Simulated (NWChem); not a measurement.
# C3H4BF (SMILES C#CB(C)F): levels of theory compared

Wanted: a comparison of 6 runs (HF/def2-SVP, TPSSh/STO-3G, PBE/6-31G, BLYP/6-31G*, PBE0/def2-SVP, SVWN5/def2-SVP) of C3H4BF. 

The results are computed with NWChem 7.3.0.

**1. The system as given**

C3H4BF has 9 atoms, charge 0, and is taken as a singlet. SMILES: `C#CB(C)F`. Geometry: relaxed at PBE0-D4/def2-TZVP.

Bond lengths: C1–C2 1.206 Å, C2–B3 1.531 Å, B3–C4 1.556 Å, B3–F5 1.329 Å, C1–H6 1.066 Å, C4–H7 1.091 Å, C4–H8 1.096 Å, C4–H9 1.094 Å. Some angles: C1–C2–B3 177.7°, C2–B3–C4 122.6°, C2–B3–F5 117.2°, C4–B3–F5 120.2°, C2–C1–H6 179.4°, B3–C4–H7 112.9°, B3–C4–H8 109.2°, B3–C4–H9 110.9°, H7–C4–H8 108.5°, H7–C4–H9 109.4°.

**2. Energy and gradient at HF/def2-SVP (run 1)**

c3h4bf.nw

```
start c3h4bf
title "C3H4BF hf"
memory total 2200 mb
charge 0

geometry noautosym nocenter noautoz
C     0.073400    2.390600    0.160000
C     0.158000    1.246100   -0.209700
B     0.245400   -0.224800   -0.624200
C    -0.175400   -1.388800    0.318700
F     0.690700   -0.484700   -1.849400
H     0.002300    3.405900    0.476700
H     0.059300   -2.372600   -0.089900
H    -1.255700   -1.335600    0.498000
H     0.290400   -1.282600    1.302700
end

basis spherical bse
C library def2-SVP
B library def2-SVP
F library def2-SVP
H library def2-SVP
end

scf
thresh 1e-08
maxiter 80
noprint "final vectors analysis"
end

task scf gradient
```

On the command line:

```
$ nwchem c3h4bf.nw > c3h4bf.out
```

Log:

```text
[...]
  functions       =    90
[...]
  wavefunction    = RHF
[...]
         Total SCF energy =   -239.890612955155
      One-electron energy =   -592.570831366714
      Two-electron energy =    219.053494315254
 Nuclear repulsion energy =    133.626724096305
        Time for solution =     15.0s
[...]
                         RHF ENERGY GRADIENTS
    atom               coordinates                        gradient
                 x          y          z           x          y          z
   1 C       0.138706   4.517579   0.302356   -0.001419   0.017637   0.006070
   2 C       0.298577   2.354788  -0.396276    0.002223  -0.029397  -0.009517
   3 B       0.463739  -0.424810  -1.179567   -0.005293   0.007099   0.014379
   4 C      -0.331458  -2.624451   0.602256    0.003250   0.006225  -0.006248
   5 F       1.305234  -0.915950  -3.494859    0.002364  -0.000956  -0.006218
   6 H       0.004346   6.436218   0.900832    0.000028  -0.000341  -0.000142
   7 H       0.112061  -4.483564  -0.169886   -0.000095  -0.000583  -0.000127
   8 H      -2.372929  -2.523918   0.941084   -0.000532   0.000053   0.000932
   9 H       0.548776  -2.423763   2.461746   -0.000526   0.000263   0.000871
[...]
```

It took 19 s on 1 thread of Intel Xeon Platinum 8259CL at 2.50GHz (Skylake/Cascade Lake), shared host; peak memory 0.1 GiB.

**3. Energy and forces at TPSSh/STO-3G (run 2)**

mol.nw

```
start mol
memory stack 880 mb heap 220 mb global 1100 mb

geometry units angstroms noautosym nocenter noautoz
  C        0.073400       2.390600       0.160000
  C        0.158000       1.246100      -0.209700
  B        0.245400      -0.224800      -0.624200
  C       -0.175400      -1.388800       0.318700
  F        0.690700      -0.484700      -1.849400
  H        0.002300       3.405900       0.476700
  H        0.059300      -2.372600      -0.089900
  H       -1.255700      -1.335600       0.498000
  H        0.290400      -1.282600       1.302700
end

basis spherical bse
  * library STO-3G
end

dft
  xc xctpssh
  grid xfine
  convergence energy 1e-08
  maxiter 100
  mulliken
end

task dft gradient
```

On the command line:

```
$ nwchem mol.nw > mol.out
```

Log:

```text
[...]
          Wavefunction type:  closed shell.
          No. of atoms     :     9
          No. of electrons :    36
[...]
          Charge           :     0
          Spin multiplicity:     1
[...]
          AO basis - number of functions:    29
[...]
              XC Information
              --------------
                  TPSS hybrid Method XC Functional
                     Hartree-Fock (Exact) Exchange  0.100
                  TPSS metaGGA Exchange Functional  0.900
             TPSS03 metaGGA Correlation Functional  1.000
[...]
 d= 0,ls=0.0,diis     1   -238.1951830276 -3.72D+02  6.59D-02  4.77D-01     2.4
[...]
 d= 0,ls=0.0,diis    10   -238.2979525733 -4.75D-09  6.03D-07  2.87D-10    18.5
         Total DFT energy =     -238.297952573271
      One electron energy =     -591.194079221448
           Coulomb energy =      251.727335851398
    Exchange-Corr. energy =      -32.457933299526
 Nuclear repulsion energy =      133.626724096305
[...]
      Total Density - Mulliken Population Analysis
     ---------------------------------------------
    Atom       Charge   Shell Charges
 -----------   ------   -------------------------------------------------------
    1 C    6     6.12   1.99  1.15  2.98
    2 C    6     6.15   1.99  1.20  2.96
    3 B    5     4.66   1.99  0.86  1.81
    4 C    6     6.33   1.99  1.21  3.12
    5 F    9     9.08   2.00  1.94  5.14
    6 H    1     0.89   0.89
    7 H    1     0.93   0.93
    8 H    1     0.92   0.92
    9 H    1     0.92   0.92
[...]
  wavefunction    = closed shell
                         DFT ENERGY GRADIENTS
    atom               coordinates                        gradient
                 x          y          z           x          y          z
   1 C       0.138706   4.517579   0.302356    0.000030  -0.004082  -0.000581
   2 C       0.298577   2.354788  -0.396276    0.000713   0.013353  -0.000086
   3 B       0.463739  -0.424810  -1.179567   -0.009782  -0.008334   0.023169
   4 C      -0.331458  -2.624451   0.602256    0.005840   0.003103  -0.009411
   5 F       1.305234  -0.915950  -3.494859    0.001289   0.000289  -0.003755
   6 H       0.004346   6.436218   0.900832    0.001011  -0.014818  -0.004570
   7 H       0.112061  -4.483564  -0.169886   -0.001264   0.006967   0.001148
   8 H      -2.372929  -2.523918   0.941084    0.006104   0.001976  -0.000591
   9 H       0.548776  -2.423763   2.461746   -0.003940   0.001545  -0.005322
[...]
```

Run time: 23 s. Hardware: 1 thread of Intel Xeon Platinum 8259CL at 2.50GHz (Skylake/Cascade Lake), shared host; peak memory 0.14 GiB.

**4. Energy and gradient at PBE/6-31G (run 3)**

run.nw

```
echo
start run
memory stack 880 mb heap 220 mb global 1100 mb
charge 0
geometry units atomic noautosym nocenter noautoz
  C      0.13870590     4.51757927     0.30235618
  C      0.29857673     2.35478772    -0.39627557
  B      0.46373879    -0.42481043    -1.17956705
  C     -0.33145796    -2.62445164     0.60225572
  F      1.30523383    -0.91595025    -3.49485949
  H      0.00434637     6.43621821     0.90083244
  H      0.11206076    -4.48356420    -0.16988638
  H     -2.37292909    -2.52391821     0.94108361
  H      0.54877647    -2.42376273     2.46174622
end
basis spherical bse
  * library 6-31G
end
dft
  xc xpbe96 cpbe96
  grid xfine
  convergence energy 1e-08
  iterations 100
  mulliken
end
task dft gradient
```

On the command line:

```
$ nwchem run.nw > run.out
```

Log:

```text
[...]
          Wavefunction type:  closed shell.
          No. of atoms     :     9
          No. of electrons :    36
[...]
          Charge           :     0
          Spin multiplicity:     1
[...]
          AO basis - number of functions:    53
[...]
              XC Information
              --------------
          PerdewBurkeErnzerhof Exchange Functional  1.000
            Perdew 1991 LDA Correlation Functional  1.000 local
           PerdewBurkeErnz. Correlation Functional  1.000 non-local
[...]
 d= 0,ls=0.0,diis     1   -240.9927830437 -3.75D+02  3.29D-02  6.44D-01     3.1
[...]
 d= 0,ls=0.0,diis    12   -241.0755403007 -1.47D-09  1.90D-07  9.01D-11    27.7
         Total DFT energy =     -241.075540300675
      One electron energy =     -593.254711770622
           Coulomb energy =      250.530714173374
    Exchange-Corr. energy =      -31.978257315121
 Nuclear repulsion energy =      133.626714611694
[...]
      Total Density - Mulliken Population Analysis
     ---------------------------------------------
    Atom       Charge   Shell Charges
 -----------   ------   -------------------------------------------------------
    1 C    6     6.23   2.00  0.71  2.02  0.52  0.99
    2 C    6     6.07   2.00  0.70  2.03  0.68  0.67
    3 B    5     4.57   2.00  0.58  1.44  0.23  0.32
    4 C    6     6.67   2.00  0.66  2.17  0.72  1.13
    5 F    9     9.23   2.00  0.93  3.32  1.03  1.95
    6 H    1     0.77   0.52  0.25
    7 H    1     0.83   0.52  0.30
    8 H    1     0.82   0.52  0.30
    9 H    1     0.82   0.52  0.30
[...]
  wavefunction    = closed shell
                         DFT ENERGY GRADIENTS
    atom               coordinates                        gradient
                 x          y          z           x          y          z
   1 C       0.138706   4.517579   0.302356    0.003173  -0.043081  -0.013832
   2 C       0.298577   2.354788  -0.396276   -0.002971   0.048182   0.014195
   3 B       0.463739  -0.424810  -1.179567    0.013158  -0.014167  -0.038763
   4 C      -0.331458  -2.624452   0.602256   -0.000375  -0.002252   0.001455
   5 F       1.305234  -0.915950  -3.494859   -0.015924   0.010337   0.044150
   6 H       0.004346   6.436218   0.900832    0.000359  -0.005554  -0.001679
   7 H       0.112061  -4.483564  -0.169886   -0.001585   0.006486   0.002543
   8 H      -2.372929  -2.523918   0.941084    0.007598   0.000317  -0.001368
   9 H       0.548776  -2.423763   2.461746   -0.003433  -0.000269  -0.006701
[...]
```

Run time: 33 s. Hardware: 1 thread of Intel Xeon Platinum 8259CL at 2.50GHz (Skylake/Cascade Lake), shared host; peak memory 0.14 GiB.

Runs 4 to 5 aren't shown in full; the table further down has their settings and results.

**5. Energy and gradient at SVWN5/def2-SVP (run 6)**

mymol.xyz

```xyz
9
C3H4BF gradient
C      0.073400     2.390600     0.160000
C      0.158000     1.246100    -0.209700
B      0.245400    -0.224800    -0.624200
C     -0.175400    -1.388800     0.318700
F      0.690700    -0.484700    -1.849400
H      0.002300     3.405900     0.476700
H      0.059300    -2.372600    -0.089900
H     -1.255700    -1.335600     0.498000
H      0.290400    -1.282600     1.302700
```

run.py

```python
from ase.io import read
from ase.calculators.nwchem import NWChem

molecule = read('mymol.xyz')

calc = NWChem(
    label='mymol',
    theory='dft',
    memory='2200 mb',
    basis='def2-SVP',
    basispar='spherical bse',
    dft={'xc': 'slater vwn_5', 'mult': '1', 'grid': 'fine', 'convergence': 'energy 1e-08', 'iterations': '100', 'mulliken': None},
)
molecule.calc = calc

forces = molecule.get_forces()
print("Total energy (eV):", round(molecule.get_potential_energy(), 6))
print("forces (eV/A):")
for s, f in zip(molecule.symbols, forces):
    print(f"{s:2s} {f[0]:10.5f} {f[1]:10.5f} {f[2]:10.5f}")
print("dipole (e A):", molecule.get_dipole_moment().round(4))
```

On the command line:

```
$ export ASE_NWCHEM_COMMAND="nwchem PREFIX.nwi > PREFIX.nwo"
$ python run.py
```

Log:

```text
Total energy (eV): -6509.926508
forces (eV/A):
C    -0.08510    1.16039    0.37106
C     0.13473   -2.01492   -0.61876
B    -0.01563    0.01435    0.03394
C     0.24122    0.49540   -0.47817
F    -0.03116   -0.00648    0.07976
H    -0.05183    0.74433    0.23325
H     0.13447   -0.53695   -0.25331
H    -0.56647    0.05764    0.09693
H     0.23983    0.08618    0.53536
dipole (e A): [-0.1153  0.0724  0.2891]
```

The calculator wrote mymol.nwi:

```
title "mymol"

permanent_dir mymol

scratch_dir mymol

start mymol

geometry units angstrom nocenter noautosym noautoz
  C  7.3400000000000007e-02 2.3906000000000001e+00 1.6000000000000000e-01
  C  1.5800000000000000e-01 1.2461000000000000e+00 -2.0970000000000000e-01
  B  2.4540000000000001e-01 -2.2480000000000000e-01 -6.2419999999999998e-01
  C  -1.7540000000000000e-01 -1.3888000000000000e+00 3.1869999999999998e-01
  F  6.9069999999999998e-01 -4.8470000000000002e-01 -1.8493999999999999e+00
  H  2.3000000000000000e-03 3.4058999999999999e+00 4.7670000000000001e-01
  H  5.9299999999999999e-02 -2.3725999999999998e+00 -8.9899999999999994e-02
  H  -1.2557000000000000e+00 -1.3355999999999999e+00 4.9800000000000000e-01
  H  2.9039999999999999e-01 -1.2826000000000000e+00 1.3027000000000000e+00
end

memory 2200 mb

basis spherical bse noprint
   * library def2-SVP
end

dft
  xc slater vwn_5
  mult 1
  grid fine
  convergence energy 1e-08
  iterations 100
  mulliken
end

task dft gradient
```

mymol.nwo, shortened:

```text
[...]
         Total DFT energy =     -239.235388547623
[...]
  wavefunction    = closed shell
                         DFT ENERGY GRADIENTS
    atom               coordinates                        gradient
                 x          y          z           x          y          z
   1 C       0.138706   4.517579   0.302356    0.001655  -0.022566  -0.007216
   2 C       0.298577   2.354788  -0.396276   -0.002620   0.039184   0.012033
   3 B       0.463739  -0.424810  -1.179567    0.000304  -0.000279  -0.000660
[... 5 lines of this table left out ...]
   9 H       0.548776  -2.423763   2.461746   -0.004664  -0.001676  -0.010411
[...]
```

Run time: 18 s. Hardware: 1 thread of Intel Xeon Platinum 8259CL at 2.50GHz (Skylake/Cascade Lake), shared host; peak memory 0.12 GiB.

**6. All runs side by side**

```csv
run,level,iteration cap,module,energy (Eh),dipole moment (D),largest force (eV/Å),wall time
1,HF/def2-SVP,80,scf,-239.890613,1.81,1.593,19 s
2,TPSSh/STO-3G,100,dft,-238.297953,0.14,1.362,23 s
3,PBE/6-31G,100,dft,-241.075540,1.70,2.587,33 s
4,BLYP/6-31G* (spherical functions),100,dft,-241.336451,1.32,1.770,53 s
5,PBE0/def2-SVP,100,dft,-240.967222,1.59,1.012,24 s
6,SVWN5/def2-SVP,100,dft,-239.235389,1.53,2.112,18 s
```

**7. What came out**

| quantity | value |
| --- | --- |
| run 6: total energy | -239.23539 Eh |
| run 6: dipole moment | 1.53 D |
| run 6: HOMO energy | -7.18 eV |
| run 6: LUMO energy | -2.42 eV |
| run 6: HOMO–LUMO gap | 4.75 eV |
| run 6: largest force on an atom | 2.112 eV/Å |

In words: The dipole moment (its size) runs from 0.14 D (TPSSh/STO-3G) to 1.81 D (HF/def2-SVP). The two ends differ in method and basis. Over runs 2, 3, 4, 5, 6 the HOMO–LUMO gap runs from 4.75 eV (SVWN5/def2-SVP) to 7.07 eV (PBE0/def2-SVP). Totals of different functionals can't be ranked against each other. In run 2 the basis is minimal, so the values are rough. All runs together took 2.8 min, the longest 53 s.
